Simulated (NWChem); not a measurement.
# One shape, several levels: InH2OF3 (SMILES [OH2+][In-]([F])([F])[F])

Wanted: a comparison of 3 runs (HF/STO-3G, HF/3-21G, B3LYP/def2-SVPD) of InH2OF3. 

Program for the calculation: NWChem 7.3.0.

### Step 1. The structure to begin with

The species is InH2OF3 (7 atoms), meant as a singlet with charge 0. As SMILES, `[OH2+][In-]([F])([F])[F]`. The coordinates come from a PBE0-D4/def2-TZVP relaxation.

Bond lengths: O1–In2 2.260 Å, In2–F3 1.945 Å, In2–F4 1.927 Å, In2–F5 1.944 Å, O1–H6 0.966 Å, O1–H7 0.966 Å. Angles: O1–In2–F3 87.4°, O1–In2–F4 111.2°, O1–In2–F5 87.6°, F3–In2–F4 119.7°, F3–In2–F5 117.9°, F4–In2–F5 119.6°, In2–O1–H6 107.3°, In2–O1–H7 107.5°, H6–O1–H7 107.3°.

### Step 2. Energy and gradient at HF/STO-3G (run 1)

File f3h2ino.nw:

```
start f3h2ino
memory 2200 mb
charge 0
geometry units angstroms noautosym nocenter noautoz
 O    -1.132600    0.539300    0.266100
 In    0.704100   -0.612500   -0.373200
 F     1.046100   -0.939600    1.513100
 F     0.237800   -2.084100   -1.527000
 F     1.372400    1.041500   -1.146900
 H    -1.155200    0.530400    1.231700
 H    -1.011200    1.457000   -0.009500
end
basis spherical bse
 * library STO-3G
end
scf
 thresh 1e-08
 maxiter 80
 print medium
end
task scf gradient
```

Run with:

```sh
$ nwchem f3h2ino.nw > f3h2ino.out
```

Standard output:

```text
[...]
  functions       =    49
[...]
  wavefunction    = RHF
[...]
         Total SCF energy =  -6052.010216183887
      One-electron energy =  -9524.256571991989
      Two-electron energy =   2906.881964620243
 Nuclear repulsion energy =    565.364391187860
        Time for solution =      6.3s
[...]
                         RHF ENERGY GRADIENTS
    atom               coordinates                        gradient
                 x          y          z           x          y          z
   1 O      -2.140304   1.019129   0.502856   -0.017500   0.040886   0.028342
   2 In      1.330556  -1.157457  -0.705246    0.002455  -0.007579  -0.005460
   3 F       1.976842  -1.775587   2.859344    0.005579  -0.005495   0.024543
   4 F       0.449377  -3.938378  -2.885612   -0.002903  -0.016339  -0.012540
   5 F       2.593460   1.968150  -2.167327    0.009930   0.020955  -0.011034
   6 H      -2.183011   1.002311   2.327576    0.002339  -0.009190  -0.021318
   7 H      -1.910891   2.753331  -0.017952    0.000100  -0.023238  -0.002534
[...]
```

Wall time 9.6 s (1 thread of Intel Xeon Platinum 8488C (Sapphire Rapids), shared host); peak memory 0.1 GiB.

### Step 3. Energy and forces at HF/3-21G (run 2)

File m1.nw:

```
start m1
title "F3H2InO"
memory stack 880 mb heap 220 mb global 1100 mb

geometry units angstrom noautosym nocenter noautoz
   O       -1.132600       0.539300       0.266100
   In       0.704100      -0.612500      -0.373200
   F        1.046100      -0.939600       1.513100
   F        0.237800      -2.084100      -1.527000
   F        1.372400       1.041500      -1.146900
   H       -1.155200       0.530400       1.231700
   H       -1.011200       1.457000      -0.009500
end

basis spherical bse
   * library 3-21G
end

scf
   nopen 0
   rhf
   thresh 1e-08
   maxiter 80
   noprint "final vectors analysis"
end

task scf gradient
```

Run with:

```sh
$ nwchem m1.nw > m1.out
```

Standard output:

```text
[...]
  functions       =    71
[...]
  wavefunction    = RHF
[...]
         Total SCF energy =  -6087.192022793663
      One-electron energy =  -9544.492114992267
      Two-electron energy =   2891.935701010743
 Nuclear repulsion energy =    565.364391187860
        Time for solution =      6.6s
[...]
                         RHF ENERGY GRADIENTS
    atom               coordinates                        gradient
                 x          y          z           x          y          z
   1 O      -2.140304   1.019129   0.502856   -0.023302   0.004332   0.000498
   2 In      1.330556  -1.157457  -0.705246    0.007038  -0.004375  -0.002478
   3 F       1.976842  -1.775587   2.859344    0.004653  -0.005157   0.018426
   4 F       0.449377  -3.938378  -2.885612   -0.004165  -0.011603  -0.009163
   5 F       2.593460   1.968150  -2.167327    0.007981   0.015412  -0.009168
   6 H      -2.183011   1.002311   2.327576    0.004803   0.006639  -0.006996
   7 H      -1.910891   2.753331  -0.017952    0.002992  -0.005248   0.008881
[...]
```

It took 9.6 s on 1 thread of Intel Xeon Platinum 8488C (Sapphire Rapids), shared host; peak memory 0.1 GiB.

### Step 4. Energy and forces at B3LYP/def2-SVPD (core potential) (run 3)

File run.py:

```python
from ase import Atoms
from ase.calculators.nwchem import NWChem

mol = Atoms(['O', 'In', 'F', 'F', 'F', 'H', 'H'], positions=[
    [-1.132600, 0.539300, 0.266100],
    [0.704100, -0.612500, -0.373200],
    [1.046100, -0.939600, 1.513100],
    [0.237800, -2.084100, -1.527000],
    [1.372400, 1.041500, -1.146900],
    [-1.155200, 0.530400, 1.231700],
    [-1.011200, 1.457000, -0.009500],
])

calc = NWChem(
    label='work',
    theory='dft',
    memory='2200 mb',
    basis='def2-SVPD',
    basispar='spherical bse',
    dft={'xc': 'b3lyp', 'mult': '1', 'grid': 'fine', 'convergence': 'energy 1e-08', 'iterations': '100', 'mulliken': None},
    **{'ecp bse': {'In library': 'def2-SVPD'}},
)
mol.calc = calc

forces = mol.get_forces()
e = mol.get_potential_energy()
print(f"E = {e:.6f} eV")
print("forces (eV/A):")
for s, f in zip(mol.symbols, forces):
    print(f"{s:2s} {f[0]:10.5f} {f[1]:10.5f} {f[2]:10.5f}")
print("dipole (e A):", mol.get_dipole_moment().round(4))
```

Run with:

```sh
$ export ASE_NWCHEM_COMMAND="nwchem PREFIX.nwi > PREFIX.nwo"
$ python run.py
```

Standard output:

```text
E = -15401.580435 eV
forces (eV/A):
O    -0.15257   -0.06829   -0.07050
In    0.00648   -0.03651   -0.02443
F     0.14192   -0.13591    0.76310
F    -0.20805   -0.64807   -0.50805
F     0.27465    0.67024   -0.31661
H    -0.04967   -0.00833    0.23592
H    -0.01270    0.22687   -0.07950
dipole (e A): [-0.564   0.5696  0.3563]
```

The calculator wrote work.nwi:

```
title "work"

permanent_dir work

scratch_dir work

start work

geometry units angstrom nocenter noautosym noautoz
  O  -1.1326000000000001e+00 5.3930000000000000e-01 2.6610000000000000e-01
  In 7.0409999999999995e-01 -6.1250000000000004e-01 -3.7319999999999998e-01
  F  1.0461000000000000e+00 -9.3959999999999999e-01 1.5130999999999999e+00
  F  2.3780000000000001e-01 -2.0840999999999998e+00 -1.5269999999999999e+00
  F  1.3724000000000001e+00 1.0415000000000001e+00 -1.1469000000000000e+00
  H  -1.1552000000000000e+00 5.3039999999999998e-01 1.2317000000000000e+00
  H  -1.0112000000000001e+00 1.4570000000000001e+00 -9.4999999999999998e-03
end

memory 2200 mb

basis spherical bse noprint
   * library def2-SVPD
end

dft
  xc b3lyp
  mult 1
  grid fine
  convergence energy 1e-08
  iterations 100
  mulliken
end
ecp bse
  In library def2-SVPD
end

task dft gradient
```

work.nwo:

```text
Northwest Computational Chemistry Package (NWChem) 7.3.0
             --------------------------------------------------------

           Job information
           ---------------

    nwchem branch   = 7.3.0
    use scalapack   = T
    input           = work.nwi
    prefix          = work.
    data base       = work/work.db
    status          = startup
    nproc           =        1

           Memory information
           ------------------

    heap     =     72089598 doubles =      550.0 Mbytes
    stack    =     72089595 doubles =      550.0 Mbytes
    global   =    144179200 doubles =     1100.0 Mbytes (distinct from heap & stack)
    total    =    288358393 doubles =     2200.0 Mbytes
    verify   = yes
    hardfail = no

[... 113 lines left out ...]
  convergence criterion.
[... 41 lines left out ...]
          Spatial weights used:  Erf1
[... 76 lines left out ...]
         Total DFT energy =     -565.997646011761
[... 3 lines left out ...]
 Nuclear repulsion energy =      295.645112191448
[... 1061 lines left out ...]
          Convergence on gradient requested:  5.00D-04
[... 28 lines left out ...]
          total energy or number of iterations.
[... 38 lines left out ...]
                 ----------------------------------------
                 |  Time  |  1-e(secs)   |  2-e(secs)   |
                 ----------------------------------------
                 |  CPU   |       0.10   |      13.19   |
                 ----------------------------------------
                 |  WALL  |       0.10   |      13.19   |
                 ----------------------------------------

 Task  times  cpu:       61.1s     wall:       61.1s
 Total times  cpu:       61.2s     wall:       61.2s
```

Run time: 62 s. Hardware: 1 thread of Intel Xeon Platinum 8488C (Sapphire Rapids), shared host; peak memory 0.14 GiB.

### Step 5. Overview of the runs

```tsv
run	level	iteration cap	module	energy (Eh)	dipole moment (D)	HOMO energy (eV)	LUMO energy (eV)	wall time
1	HF/STO-3G	80	scf	-6052.010216	4.12	-7.77	9.14	9.6 s
2	HF/3-21G	80	scf	-6087.192023	4.54	–	–	9.6 s
3	B3LYP/def2-SVPD (core potential)	100	dft	-565.997646	4.21	-10.35	-2.84	62 s
```

### Step 6. What came out

```
                       quantity          value
            run 3: total energy  -565.99765 Eh
           run 3: dipole moment         4.21 D
             run 3: HOMO energy      -10.35 eV
             run 3: LUMO energy       -2.84 eV
           run 3: HOMO–LUMO gap        7.51 eV
run 3: largest force on an atom     0.849 eV/Å
```

What this shows: The dipole moment (its size) runs from 4.12 D (HF/STO-3G) to 4.54 D (HF/3-21G). Some runs of one species differ in core potentials or relativity; totals across that change don't compare. In run 1 the basis is minimal, so the values are rough. In runs 1, 2 relativity is left out where basis or elements ask for it. All runs together took 82 s, the longest 62 s.
